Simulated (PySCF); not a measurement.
**PrP: from the state search to spectroscopic constants**

One table from this session's results is given with a row withheld; the runs are named, their logs left out.

The runs use PySCF 2.14.0; Pr x2c-SVPall, P x2c-SVPall, spin-free X2C with a Gaussian nucleus.

1 further run of the same task is left out (it didn't finish).

Set-up of the first run:

A driver script around PySCF takes these settings:

```yaml
atoms: Pr, P
charge: 0
basis: Pr x2c-SVPall, P x2c-SVPall
Hamiltonian: spin-free X2C with a Gaussian nucleus
basis_functions: 103
electrons_treated: 74
masses_in_u: 140.9076, 30.9738
levels: PBE0, PBE, r²SCAN, BLYP, M06-L, ωB97X, HF, MP2, SCS-MP2
grid: 80 radial by 434 angular points
occupations: held fixed by the projection of orbital angular momentum
dissociation_limit: Pr + P, each in its ground configuration
starting_distance_in_angstrom: 2.424
values_of_2S_to_try: 2, 4, 6
```

Launch:

```sh
> OMP_NUM_THREADS=2 python dia.py task.json out
```

Among the steps run: Input; PBE0 along the bond; Higher solutions at PBE0; PBE; r²SCAN (meta-GGA); BLYP; M06-L (meta-GGA); ωB97X; ROHF (mean field).

One of the session's tables, all rows but one given; the rest of the session is left out.

```
       level  Re (Å)  ωe (cm⁻¹)  De (eV)
        ROHF   2.350        468     0.79
    ROHF-MP2   2.368        411     3.90
ROHF-SCS-MP2   2.375        410     3.70
         PBE       ?          ?        ?
        PBE0   2.324        447     2.75
       ωB97X   2.288        482     2.16
```

Q: Estimate the row for PBE from the others.

As computed: Re (Å): 2.370; ωe (cm⁻¹): 377; De (eV): 3.24. In the column «Re (Å)» it lies between ROHF-MP2 (2.368) and ROHF-SCS-MP2 (2.375).

De is counted to Pr + P in their ground configurations.
